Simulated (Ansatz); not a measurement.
Write the native input for Ansatz 0.2.0 that does the following.

```
Task                                : band structure
Functional                          : RPBE
Potentials or basis                 : Ansatz PAW
Cutoff                              : 420 eV (not typed: the program's choice for these potentials)
k mesh                              : 7 × 7 × 7
Occupations                         : fermi-dirac, width 0.05 eV
Spin                                : no spin polarisation
Path                                : [["G", "X", "W", "K", "G", "L", "U", "W", "L", "K"], ["U", "X"]]
Points for each segment of the path : 14
```

Crystal: BiTe.

```
CELL_PARAMETERS angstrom
0.00000 3.23500 3.23500
3.23500 0.00000 3.23500
3.23500 3.23500 0.00000
ATOMIC_POSITIONS crystal
Bi 0.00000 0.00000 0.00000
Te 0.50000 0.50000 0.50000
```

The input as run:

input.yaml

```yaml
crystal:
  lattice:
    - [0.0, 3.235, 3.235]
    - [3.235, 0.0, 3.235]
    - [3.235, 3.235, 0.0]
  atoms:
    - { symbol: Bi, position: [0.0, 0.0, 0.0] }
    - { symbol: Te, position: [0.5, 0.5, 0.5] }
hamiltonian:
  xc: rpbe
  pseudopotentials: { kind: paw }
kpoints:
  mp_grid: { grid: [7, 7, 7] }
  band_path:
    path:
      - [[0.0, 0.0, 0.0], [0.5, 0.0, 0.5], [0.5, 0.25, 0.75], [0.375, 0.375, 0.75], [0.0, 0.0, 0.0], [0.5, 0.5, 0.5], [0.625, 0.25, 0.625], [0.5, 0.25, 0.75], [0.5, 0.5, 0.5], [0.375, 0.375, 0.75]]
      - [[0.625, 0.25, 0.625], [0.5, 0.0, 0.5]]
    npoints: 14
scf:
  occupations: { method: fermi_dirac, width: 0.05 }
  n_extra_bands: 6
output:
  forces: true
  stress: true
  eigenvalues: true
  fatbands: false
```

Potentials or basis: Ansatz PAW.

Command:

```console
$ ansatz run input.yaml --threads 2 --pin off --max-ram 5632MiB --backend cpu --events-out ev --progress --plain --runs-dir out
```

Results of the run:

| Item | Value |
| --- | --- |
| Pressure | 2.2 GPa |
| Band gap on the k mesh | none (metal or under the smearing width) |

Caveat: spin-orbit coupling is left out, which moves the levels of the heavy elements; the PAW data sets come from PBE, with cores solved anew for the run's functional, which leaves a small shift of forces and pressure.

Run time: 2.9 s on 2 threads of AMD EPYC 7R32 (Zen 2), on a shared host, peak memory 0.44 GiB.
